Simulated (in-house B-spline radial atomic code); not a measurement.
**Gd³⁺: ionisation energy by several methods**

One table from this session's results is given with a row withheld; the runs are named, their logs left out.

Method: scalar-relativistic (X2C), several functionals, spin-polarised, exact exchange averaged over the configuration; spherical all-electron atom at the radial basis limit. Code: in-house B-spline radial atomic code version 1.

### Starting point

| Item | Value |
| --- | --- |
| element | gadolinium (Z = 64) |
| charge | +3 |
| electrons | 61 |
| configuration | [Xe] 4f7 |
| nucleus | Fermi, rms radius 5.157 fm |

Outer shells as boxes (Hund's rule):

[Xe] 4f7
```
[Xe] core
4f [↑ ][↑ ][↑ ][↑ ][↑ ][↑ ][↑ ]
```

Where spins are not typed, each open shell is filled with up spins first.

The first run:

Settings, as recorded:

```ini
Z = 64
electrons = 61.0
configuration = [Xe] 4f7
hamiltonian = x2c
method = pbe0
spin_polarised = True
nucleus = fermi
rms_radius = 5.1569
mass_number = 158
atomic_mass = 157.9241112
speed_of_light = 137.035999084
exact_exchange = averaged over the configuration
```

Command:

```console
$ python run_scf.py task.json out
```

The settings of every run stand in task.json; they run in order.

Steps of the session up to this table: PBE0, a global hybrid; TPSSh, a global hybrid; CAM-B3LYP, a range-separated hybrid; HSE06, a range-separated hybrid; M06-2X, a global hybrid.

One table of the session follows, with a row left open; its other results are not shown here.

```
   method  ΔSCF (eV)
     PBE0     45.037
    TPSSh     45.122
   M06-2X     44.673
CAM-B3LYP     44.968
    HSE06          ?
```

Estimate the missing values for HSE06.

As computed: ΔSCF (eV): 44.979. In the column «ΔSCF (eV)» it lies between CAM-B3LYP (44.968) and PBE0 (45.037).
